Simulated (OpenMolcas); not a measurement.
**Au⁴⁺ among point charges: CASSCF and CASPT2 levels and susceptibility**

Aim: the splitting of the states of Au⁴⁺ in the field of 8 point charges, its lowest levels with spin-orbit coupling and its magnetic susceptibility.

Program: OpenMolcas 26.06. Level of theory: state-averaged CASSCF and CASPT2, spin-orbit coupling by RASSI with atomic mean-field integrals. These are calculated values, not measurements, unless marked.

## 1. Starting point

| Quantity | Value |
| --- | --- |
| Species | Au⁴⁺ (gold, Z = 79, 75 electrons) |
| Basis | ANO-RCC-VTZP [8s7p5d3f1g], 84 functions |
| Scalar Hamiltonian | DKH2, point nucleus |
| Inactive shells | 1s 2s 2p 3s 3p 3d 4s 4p 4d 4f 5s 5p |
| Active space | 7 electrons in 5 orbitals (5d) |
| Some configurations of this space | 5d⁷ |
| Orbitals | optimised for each spin and parity, averaged over all roots |

The outer shells:

5d7
```
5d [↑↓][↑↓][↑ ][↑ ][↑ ]
```

The ion sits among 8 point charges of -0.78 e arranged as a cube (Oh), 2.1 Å from the ion.

Each step is its own input file, run in one work folder so that later steps find the files of earlier ones. Labels, J, g values, rates, χT and fits are worked out afterwards by a script from the matrices that RASSI stores. The input lists half of the charges; inversion (Group=XYZ) makes the rest.

## 2. GATEWAY and SEWARD: basis and integrals

a.inp

```
&GATEWAY
Coord
1

Au 0.0 0.0 0.0
Basis=ANO-RCC-VTZP
Group=XYZ
NoMove
AngMom=0.0 0.0 0.0
AMFI
XField
4 Angstrom 0
1.212436 1.212436 1.212436 -0.780000
1.212436 1.212436 -1.212436 -0.780000
1.212436 -1.212436 1.212436 -0.780000
1.212436 -1.212436 -1.212436 -0.780000
&SEWARD
```

Started as:

```
$ OMP_NUM_THREADS=1 MOLCAS_MEM=1689 MOLCAS_PROJECT=a pymolcas a.inp > a.log
```

## 3. Reference wave functions, quartets of even parity, 10 roots

a.inp

```
&RASSCF
FileOrb=start.orb
Symmetry=1
Spin=4
nActEl=7 0 0
Inactive=15 19
Ras2=5 0
CIRoot=10 10 1
SDav=10
CIMx=300
Iter=120 100
PrWF=0.3
OrbListing=Nothing
MaxOrb=0
>>> COPY $Project.JobIph JOB001
```

start.orb holds the contracted functions of the basis, ordered by shell, or the orbitals of the step before.

## 4. Reference wave functions, doublets of even parity, 40 roots

a.inp

```
&RASSCF
FileOrb=start.orb
Symmetry=1
Spin=2
nActEl=7 0 0
Inactive=15 19
Ras2=5 0
CIRoot=40 40 1
SDav=40
CIMx=300
Iter=120 100
PrWF=0.3
OrbListing=Nothing
MaxOrb=0
>>> COPY $Project.JobIph JOB002
```

## 5. RASSI: spin-orbit coupling between the states

a.inp

```
&RASSI
NrOfJobIphs=2 10 40
1 2 3 4 5 6 7 8 9 10
1 2 3 4 5 6 7 8 9 10 11 12 13 14 15 16 17 18 19 20 21 22 23 24 25 26 27
28 29 30 31 32 33 34 35 36 37 38 39 40
IphNames
JOB001
JOB002
EJob
SpinOrbit
DIPRint=1.0
SOCoupling=1000.0
Subsets=2
Property=9
'ANGMOM' 1 'ANGMOM' 2 'ANGMOM' 3 'MLTPL  1' 1 'MLTPL  1' 2 'MLTPL  1' 3
'AMFI' 1 'AMFI' 2 'AMFI' 3
SOProperty=3
'ANGMOM' 1 'ANGMOM' 2 'ANGMOM' 3
```

## 6. CASPT2: IPEA 0.25, imaginary shift 0.1 (closed shells correlated: 5s 5p)

a.inp

```
>>> COPY JOB001 $Project.JobIph
&CASPT2
Multistate=10 1 2 3 4 5 6 7 8 9 10
NoMult
Frozen=14 16
IPEA=0.25
Imaginary=0.1
MaxIter=60
WThr=0.0 0.3 0.05
PrWF=0.5
NoMix
>>> COPY JOB002 $Project.JobIph
&CASPT2
Multistate=40 1 2 3 4 5 6 7 8 9 10 11 12 13 14 15 16 17 18 19 20 21 22
23 24 25 26 27 28 29 30 31 32 33 34 35 36 37 38 39 40
NoMult
Frozen=14 16
IPEA=0.25
Imaginary=0.1
MaxIter=60
WThr=0.0 0.3 0.05
PrWF=0.5
NoMix
```

(Steps that only read results are left out.)

What does the calculation give? Wanted: spin-free ground state; first state of the same spin within the active space; lowest level; next level.

**Answer**, as computed:

```
                                            quantity                                                                        value
                                              method  SS-CASPT2, IPEA 0.25, imaginary shift 0.1 (closed shells correlated: 5s 5p)
                              spin-free ground state                                              4A2, 1-fold in its orbital part
first state of the same spin within the active space                                                             4T2 at 1740 cm⁻¹
                                        lowest level                                                                    4-fold Γ8
                                          next level                                                                   950.1 cm⁻¹
                                         χT at 300 K                                                               4.42 cm³ K/mol
                           effective moment at 300 K                                                                      5.95 μB
```

Cost by method:

| method | time of its own steps | time with the reference |
| --- | --- | --- |
| A. CASSCF | 14 s | 14 s |
| B. SS-CASPT2, IPEA 0.25, imaginary shift 0.1, +5s 5p | 11 s | 25 s |

Times are of one thread on a shared host.

The spin-free ground state (4A2) comes to 100 % from free-ion F terms and keeps the highest spin of the shell. χT at 300 K is 4.42, against 1.88 cm³ K/mol for the spin alone, so orbital moment adds to it. CASPT2 does not keep the components of a term degenerate, and the means are used. The field of point charges can differ much from that of real complexes. With metal d orbitals alone active, the gaps between spin states are rough; where two lie within a few thousand cm-1, their order is open. This is an electrostatic model: the charges have no orbitals.
